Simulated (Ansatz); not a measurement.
**TiSi: how settings move the results**

The task, for TiSi: sweep the k-point mesh on the displaced cell.

Program: Ansatz 0.2.0. Level of theory: DFT PBEsol, scalar-relativistic, plane waves, PAW. These are calculated values, not measurements.

## Step 1: The system as given

Symmetry: Cmmm, No. 65, orthorhombic system. The conventional cell has a = 3.632 Å, b = 4.235 Å, c = 3.804 Å, α = 90.00°, β = 90.00°, γ = 90.00°. Ti (site symmetry mmm) has 8 Si at 2.63 to 2.85 Å and 4 Ti at 2.79 Å as nearest neighbours. Si (site symmetry mmm) has 8 Ti at 2.63 to 2.85 Å as nearest neighbours.

Structure file:

```cif
data_structure
_symmetry_space_group_name_H-M 'P 1'
_symmetry_Int_Tables_number 1
_cell_length_a 2.7898
_cell_length_b 2.7898
_cell_length_c 3.8039
_cell_angle_alpha 90.000
_cell_angle_beta 90.000
_cell_angle_gamma 98.764
_cell_volume 29.26
loop_
_atom_site_label
_atom_site_type_symbol
_atom_site_fract_x
_atom_site_fract_y
_atom_site_fract_z
_atom_site_occupancy
Ti1 Ti 0.50000 0.50000 0.00000 1
Si1 Si 0.00000 0.00000 0.50000 1
```

The structure comes from the Materials Project (structure only); it is used as listed.

## Step 2: The base input

Contents of input.yaml:

```yaml
crystal:
  lattice:
    - [1.816178, -2.117624, 0.0]
    - [1.816178, 2.117624, 0.0]
    - [0.0, 0.0, 3.803934]
  atoms:
    - { symbol: Ti, position: [0.5, 0.5, 0.0] }
    - { symbol: Si, position: [0.0, 0.0, 0.5] }
basis:
  ecutwfc: 420
kpoints:
  mp_grid: { grid: [16, 16, 12] }
hamiltonian:
  xc: pbesol
scf:
  occupations: { method: gaussian, width: 0.1 }
output:
  forces: true
  stress: true
  eigenvalues: true
  populations: true
```

Its results, from an earlier run: -1548.3092 eV/atom at zero smearing, pressure -4.34 GPa, largest force 0.000 eV/Å, no gap on the mesh, in 6 SCF cycles and 3.4 s.

The runs on the displaced cell use a copy made earlier, with the atoms moved and the axes strained (about 1 %) at random, so that forces and shear stress do not vanish.

## Step 3: K-point mesh on the displaced cell: 1×1×1

Contents of input.yaml:

```yaml
crystal:
  lattice:
    - [1.8095908619, -2.0951344723, -0.0054632412]
    - [1.8308888469, 2.1134006668, -0.0030200312]
    - [-0.0088839883, 0.0021943956, 3.7788288131]
  atoms:
    - { symbol: Ti, position: [0.4914330599, 0.5029933751, -0.0152611325] }
    - { symbol: Si, position: [-0.0332980432, -0.0074852665, 0.4997889997] }
basis:
  ecutwfc: 420
kpoints:
  mp_grid: { grid: [1, 1, 1] }
hamiltonian:
  xc: pbesol
scf:
  occupations: { method: gaussian, width: 0.1 }
output:
  forces: true
  stress: true
  eigenvalues: true
```

Further runs follow: K-point mesh on the displaced cell: 2×2×2; K-point mesh on the displaced cell set to 4×4×4; K-point mesh on the displaced cell: 6×6×4; K-point mesh on the displaced cell set to 8×8×6.

What results come out of these runs, taken together?

As calculated:

| quantity | value |
| --- | --- |
| k-point mesh on the displaced cell: within 10 and 1 meV/atom of 10×10×8 from | 6×6×4 for 10; none of the others for 1 |

The energy still moves by 3.28 meV/atom between the last two values of the k-point mesh on the displaced cell, so 1 meV/atom is not shown to be reached. The gaps on the coarsest meshes are artefacts of sampling: the crystal is a metal on the dense ones. The error changes sign along the series, since a k mesh isn't variational, and a metal needs dense meshes to resolve its Fermi surface. Forces come within 0.01 eV/Å only at the reference itself.
